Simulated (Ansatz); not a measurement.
# C2H10AlBGe: the cost of one run

Method: RKS LDA/def2-SVP, in Ansatz 0.2.0.

**1. Starting point**

Bond lengths: C1–B2 1.527 Å, B2–Al3 2.062 Å, Al3–C4 2.086 Å, Al3–Ge5 2.419 Å, C1–H6 1.092 Å, C1–H7 1.117 Å, C1–H8 1.170 Å, B2–H9 1.200 Å, C4–H10 1.118 Å, C4–H11 1.079 Å, C4–H12 1.074 Å, Ge5–H13 1.526 Å, Ge5–H14 1.553 Å, Ge5–H15 1.555 Å. Angles (14 of 24 angles, heavy atoms first): C1–B2–Al3 120.4°, B2–Al3–C4 119.3°, B2–Al3–Ge5 121.2°, C4–Al3–Ge5 119.4°, C1–B2–H9 118.2°, Al3–B2–H9 121.4°, B2–C1–H6 114.7°, B2–C1–H7 110.8°, B2–C1–H8 108.9°, Al3–C4–H10 104.4°, Al3–C4–H11 106.7°, Al3–C4–H12 106.9°, Al3–Ge5–H13 112.2°, Al3–Ge5–H14 108.9°.

Structure file:

```xyz
15

C    -1.8348   -0.3694    1.7433
B    -0.4028   -0.8082    1.4446
Al    0.5665   -0.1277   -0.2434
C     2.5353   -0.7181   -0.5975
Ge   -0.5107    1.4006   -1.7783
H    -2.2516   -0.7736    2.6678
H    -2.5131   -0.6234    0.8932
H    -1.8633    0.7971    1.8302
H     0.1431   -1.5331    2.2300
H     2.4812   -1.8316   -0.6764
H     3.1072   -0.4263    0.2692
H     2.8414   -0.2520   -1.5154
H     0.3985    1.7842   -2.9418
H    -1.8175    0.7467   -2.3035
H    -0.9013    2.6842   -0.9926
```

**2. End point A**

The input, input.yaml:

```yaml
crystal:
  periodic: [false, false, false]
  atoms:
    - { symbol: C, position_ang: [-1.8348, -0.3694, 1.7433] }
    - { symbol: B, position_ang: [-0.4028, -0.8082, 1.4446] }
    - { symbol: Al, position_ang: [0.5665, -0.1277, -0.2434] }
    - { symbol: C, position_ang: [2.5353, -0.7181, -0.5975] }
    - { symbol: Ge, position_ang: [-0.5107, 1.4006, -1.7783] }
    - { symbol: H, position_ang: [-2.2516, -0.7736, 2.6678] }
    - { symbol: H, position_ang: [-2.5131, -0.6234, 0.8932] }
    - { symbol: H, position_ang: [-1.8633, 0.7971, 1.8302] }
    - { symbol: H, position_ang: [0.1431, -1.5331, 2.23] }
    - { symbol: H, position_ang: [2.4812, -1.8316, -0.6764] }
    - { symbol: H, position_ang: [3.1072, -0.4263, 0.2692] }
    - { symbol: H, position_ang: [2.8414, -0.252, -1.5154] }
    - { symbol: H, position_ang: [0.3985, 1.7842, -2.9418] }
    - { symbol: H, position_ang: [-1.8175, 0.7467, -2.3035] }
    - { symbol: H, position_ang: [-0.9013, 2.6842, -0.9926] }
basis:
  gaussian: { orbitals: def2-SVP }
hamiltonian:
  xc: lda
relax:
  f_tol: 0.015
  max_steps: 40
```

Launch:

```console
ansatz run input.yaml --threads 2 --pin off --max-ram 3072MiB --backend cpu --events-out ev --progress --plain --runs-dir out
```

**Question.** How long does this run take on 2 threads of Intel Xeon Platinum 8488C (Sapphire Rapids), shared host, and how much memory does it need?

About 37 s, with a peak of 0.21 GiB.
